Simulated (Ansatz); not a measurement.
# ZrCu5: the cost of one run

Program: Ansatz 0.2.0. Level of theory: DFT r2SCAN, scalar-relativistic, plane waves, PAW. These are calculated values, not measurements.

The COD entry's cell or inner coordinates are ideal or old and differ from later refinements, so a difference from it is no clean test against experiment.

1 further run of the same task is left out (it didn't finish).

### Step 1. The structure to begin with

Symmetry: F-43m, No. 216, cubic system. Conventional cell: a = 6.825 Å, b = 6.825 Å, c = 6.825 Å, α = 90.00°, β = 90.00°, γ = 90.00°. Zr (site symmetry -43m) has 16 Cu at 2.83 to 2.96 Å as nearest neighbours. Around Cu (site symmetry -43m) lie 12 Cu at 2.83 Å and 4 Zr at 2.96 Å. Cu (site symmetry 3m) is surrounded by 6 Cu at 2.40 to 2.43 Å.

Structure file:

```cif
data_structure
_symmetry_space_group_name_H-M 'F-43m'
_symmetry_Int_Tables_number 216
_cell_length_a 6.8248
_cell_length_b 6.8248
_cell_length_c 6.8248
_cell_angle_alpha 90.000
_cell_angle_beta 90.000
_cell_angle_gamma 90.000
_cell_volume 317.88
loop_
_atom_site_label
_atom_site_type_symbol
_atom_site_symmetry_multiplicity
_atom_site_Wyckoff_symbol
_atom_site_fract_x
_atom_site_fract_y
_atom_site_fract_z
_atom_site_occupancy
Zr1 Zr 4 a 0.00000 0.00000 0.00000 1
Cu1 Cu 4 c 0.25000 0.25000 0.25000 1
Cu2 Cu 16 e 0.12415 0.37585 0.87585 1
```

This cell was relaxed beforehand with the same method: volume 13.25 Å³/atom, gap on the mesh none (metal).

### Step 2. Point at V/V0 = 0.97

Contents of input.yaml:

```yaml
crystal:
  lattice:
    - [0.0, 3.3779153306, 3.3779153306]
    - [3.3779153306, 0.0, 3.3779153306]
    - [3.3779153306, 3.3779153306, 0.0]
  atoms:
    - { symbol: Zr, position: [0.0, 0.0, 0.0] }
    - { symbol: Cu, position: [0.75, 0.75, 0.75] }
    - { symbol: Cu, position: [0.3758511649, 0.8724465054, 0.3758511649] }
    - { symbol: Cu, position: [0.3758511649, 0.3758511649, 0.8724465054] }
    - { symbol: Cu, position: [0.3758511649, 0.3758511649, 0.3758511649] }
    - { symbol: Cu, position: [0.8724465054, 0.3758511649, 0.3758511649] }
basis:
  ecutwfc: 500
kpoints:
  mp_grid: { grid: [10, 10, 10] }
hamiltonian:
  xc: r2scan
scf:
  occupations: { method: gaussian, width: 0.1 }
output:
  forces: true
  stress: true
  eigenvalues: true
relax:
  adjacent_minimum: "off"
  f_tol: 0.01
  max_steps: 30
```

On the command line:

```
ansatz run input.yaml --threads 1 --pin off --max-ram 2560MiB --backend cpu --events-out ev --progress --plain --runs-dir out
```

Q: Estimate wall time and peak memory on 1 thread of Intel Xeon Platinum 8259CL at 2.50GHz (Skylake/Cascade Lake), shared host.

About 1.9 min, with a peak of 0.76 GiB.
